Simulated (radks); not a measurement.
# Se⁺ in [Ar] 3d8 4s2 4p3 5p2: an all-electron calculation

Aim: the levels, the sizes of the orbitals and the parts of the energy of the selenium ion Se+.

The numbers are computed with radks (a radial shooting solver on a logarithmic mesh, Libxc functionals) version 1 (Dirac Kohn-Sham, LDA (Slater exchange, Perdew-Wang correlation), spin-unpolarised, spherical densities, point nucleus; open shells fill j = l - 1/2 first), except any that are marked as measured or tabulated.

### 1 The atom as given

- element: selenium (Z = 34)
- charge: +1
- electrons: 33
- configuration: [Ar] 3d8 4s2 4p3 5p2

### 2 The calculation

The run's settings:

```text
Z 34
configuration [Ar] 3d8 4s2 4p3 5p2 5s0 4d0
relativity Dirac
functional lda,pw
spin unpolarised
j_filling energy
nucleus point
c 137.035999084
```

On the command line:

```sh
> python run_ks.py task.json out
```

This one command runs every case of the session in turn.

Q: Predict the outcome of this run.

**Answer**, as computed:

```
                        quantity                   value
                    total energy     -2420.89910 hartree
exchange-correlation share of it                  3.41 %
                            −T/E                  1.0238
          highest occupied level        5p1/2, -7.075 eV
    most extended occupied level  5p1/2, <r> = 4.61 bohr
 radius at density 0.001 e/bohr³               5.54 bohr
    maxima of the radial density                       4
```

The radial density shows 4 maxima for 5 occupied principal shells; where shells overlap, one shows as a shoulder or not at all. Relativity lifts −T/E to 1.024. This is not the tabulated ground configuration, so its levels and sizes aren't those of the ground state, and no measured value stands beside it.
